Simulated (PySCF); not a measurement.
# Si₃NH₈ radical: a look at the electrons

For Si₃NH₈ radical, the scripts below see where an electron leaves and enters and measure its response to a uniform field.

Computed with PySCF 2.14.0. Level: levels as typed in each script, gas phase, geometry from GFN2-xTB.

## (1) Where the work starts

SMILES `[SiH2][SiH2]N[SiH3]`, 12 atoms, charge 0, spin multiplicity 2.

Bond lengths: Si1–Si2 2.272 Å, Si1–H5 1.469 Å, Si1–H6 1.467 Å, Si2–N3 1.745 Å, Si2–H7 1.474 Å, Si2–H8 1.480 Å, N3–Si4 1.725 Å, N3–H9 1.006 Å, Si4–H10 1.462 Å, Si4–H11 1.469 Å, Si4–H12 1.462 Å. Angles: Si2–Si1–H5 117.5°, Si2–Si1–H6 122.6°, H5–Si1–H6 104.4°, Si1–Si2–N3 107.5°, Si1–Si2–H7 110.9°, Si1–Si2–H8 119.5°, N3–Si2–H7 104.1°, N3–Si2–H8 107.7°, H7–Si2–H8 106.0°, Si2–N3–Si4 129.1°, Si2–N3–H9 113.8°, Si4–N3–H9 113.8°, N3–Si4–H10 106.0°, N3–Si4–H11 112.6°, N3–Si4–H12 106.2°, H10–Si4–H11 109.4°, H10–Si4–H12 112.7°, H11–Si4–H12 109.8°.

Geometry (Å):

```csv
atom,x (Å),y (Å),z (Å)
Si1,-1.99101,-0.77602,0.12759
Si2,-0.64928,1.03010,-0.18476
N3,0.92457,0.63237,0.45608
Si4,2.05303,-0.55232,-0.08930
H5,-3.42207,-0.61566,-0.16484
H6,-1.65880,-2.10766,-0.39172
H7,-1.09622,2.16670,0.63975
H8,-0.45676,1.56776,-1.55066
H9,1.34048,1.37100,0.99864
H10,1.27982,-1.77259,-0.31439
H11,2.72254,-0.16205,-1.33757
H12,3.04082,-0.69873,0.97882
```

## (2) Removing and adding an electron (BLYP/aug-cc-pvdz)

Contents of input.py:

```python
import numpy as np
from pyscf import gto, scf, dft
from pyscf.scf import atom_ks, atom_hf
from scipy.linalg import block_diag

def solve(mol, dm0=None, hcore=None):
    mf = (dft.UKS if mol.spin else dft.RKS)(mol, xc='blyp')
    mf.grids.level = 3
    mf = mf.density_fit(auxbasis='def2-universal-jkfit')
    mf.conv_tol, mf.max_cycle = 1e-8, 80
    if hcore is not None:
        mf.get_hcore = lambda *args: hcore
    mf.kernel(dm0)
    if not mf.converged:
        mf = mf.newton().run(mf.mo_coeff, mf.mo_occ, max_cycle=30)
    assert mf.converged, 'SCF not converged'
    return mf

mol = gto.M(atom='''
Si    -1.99101    -0.77602     0.12759
Si    -0.64928     1.03010    -0.18476
N      0.92457     0.63237     0.45608
Si     2.05303    -0.55232    -0.08930
H     -3.42207    -0.61566    -0.16484
H     -1.65880    -2.10766    -0.39172
H     -1.09622     2.16670     0.63975
H     -0.45676     1.56776    -1.55066
H      1.34048     1.37100     0.99864
H      1.27982    -1.77259    -0.31439
H      2.72254    -0.16205    -1.33757
H      3.04082    -0.69873     0.97882
''', basis='aug-cc-pvdz', charge=0, spin=1, verbose=4)
mf = solve(mol)
out = dict(e0=mf.e_tot, dm0=mf.make_rdm1(), c=mf.mo_coeff, occ=mf.mo_occ, eps=mf.mo_energy)
for name, dq, spin in [('cation', 1, 0), ('anion', -1, 0)]:
    ion = mol.copy().set(charge=mol.charge + dq, spin=spin).build()
    mi = solve(ion)
    if spin and dq > 0 and mol.nao < 130:
        c, _, stable, _ = mi.stability(return_status=True)
        if not stable:
            mi = solve(ion, mi.make_rdm1(c, mi.mo_occ))
    print(name, 'vertical energy change / eV', (mi.e_tot - mf.e_tot) * 27.211386)
    out.update({'e_' + name: mi.e_tot, 'dm_' + name: mi.make_rdm1(), 's2_' + name: mi.spin_square()[0], 'eps_' + name: mi.mo_energy, 'occ_' + name: mi.mo_occ})
# spherically averaged free atoms, for the promolecule
atm = atom_ks.get_atm_nrks(mol, xc='blyp')
pro = block_diag(*[(atm[a[0]][2] * atm[a[0]][3]) @ atm[a[0]][2].T for a in mol._atom])
np.savez('result.npz', pro=pro, **out)
```

The run is started by

```console
> OMP_NUM_THREADS=1 python input.py
```

## (4) Response to an electric field (M06-2X/6-31+g*)

Contents of input.py:

```python
import numpy as np
from pyscf import gto, scf, dft
from pyscf.scf import atom_ks, atom_hf
from scipy.linalg import block_diag

def solve(mol, dm0=None, hcore=None):
    mf = (dft.UKS if mol.spin else dft.RKS)(mol, xc='m062x')
    mf.grids.level = 3
    mf = mf.density_fit(auxbasis='def2-universal-jkfit')
    mf.conv_tol, mf.max_cycle = 1e-8, 80
    if hcore is not None:
        mf.get_hcore = lambda *args: hcore
    mf.kernel(dm0)
    if not mf.converged:
        mf = mf.newton().run(mf.mo_coeff, mf.mo_occ, max_cycle=30)
    assert mf.converged, 'SCF not converged'
    return mf

mol = gto.M(atom='''
Si    -1.99101    -0.77602     0.12759
Si    -0.64928     1.03010    -0.18476
N      0.92457     0.63237     0.45608
Si     2.05303    -0.55232    -0.08930
H     -3.42207    -0.61566    -0.16484
H     -1.65880    -2.10766    -0.39172
H     -1.09622     2.16670     0.63975
H     -0.45676     1.56776    -1.55066
H      1.34048     1.37100     0.99864
H      1.27982    -1.77259    -0.31439
H      2.72254    -0.16205    -1.33757
H      3.04082    -0.69873     0.97882
''', basis='6-31+g*', charge=0, spin=1, verbose=4)
field = np.array([-0.0, -0.0, -0.01])  # atomic units
mol.set_common_orig(mol.atom_charges() @ mol.atom_coords() / mol.atom_charges().sum())
mf = solve(mol)
out = dict(dm0=mf.make_rdm1(), d0=mf.dip_moment(unit='AU'), e0=mf.e_tot)
for name, sign in (('p', 1), ('m', -1)):
    h = mf.get_hcore() + sign * np.einsum('x,xij->ij', field, mol.intor('int1e_r'))
    mi = solve(mol, mf.make_rdm1(), h)
    out.update({'dm' + name: mi.make_rdm1(), 'd' + name: mi.dip_moment(unit='AU'), 'e' + name: mi.e_tot})
# spherically averaged free atoms, for the promolecule
atm = atom_ks.get_atm_nrks(mol, xc='m062x')
pro = block_diag(*[(atm[a[0]][2] * atm[a[0]][3]) @ atm[a[0]][2].T for a in mol._atom])
np.savez('result.npz', pro=pro, **out)
```

(Steps that only read results are left out.)

What does the calculation give? Wanted: vertical ionisation energy; vertical electron affinity; polarisability along the field.

As calculated:

| quantity | value |
| --- | --- |
| vertical ionisation energy (BLYP/aug-cc-pvdz) | 7.82 eV |
| vertical electron affinity (BLYP/aug-cc-pvdz) | 1.10 eV |
| polarisability along the field (M06-2X/6-31+g*) | 73.5 bohr³ |

What this shows: The ionisation energy from two SCF runs, 7.82 eV, lies 3.0 eV above −ε(HOMO) = 4.86 eV of the same level, BLYP/aug-cc-pvdz, since self-interaction lifts this functional's HOMO. All values hold at the given geometry, in the gas phase.
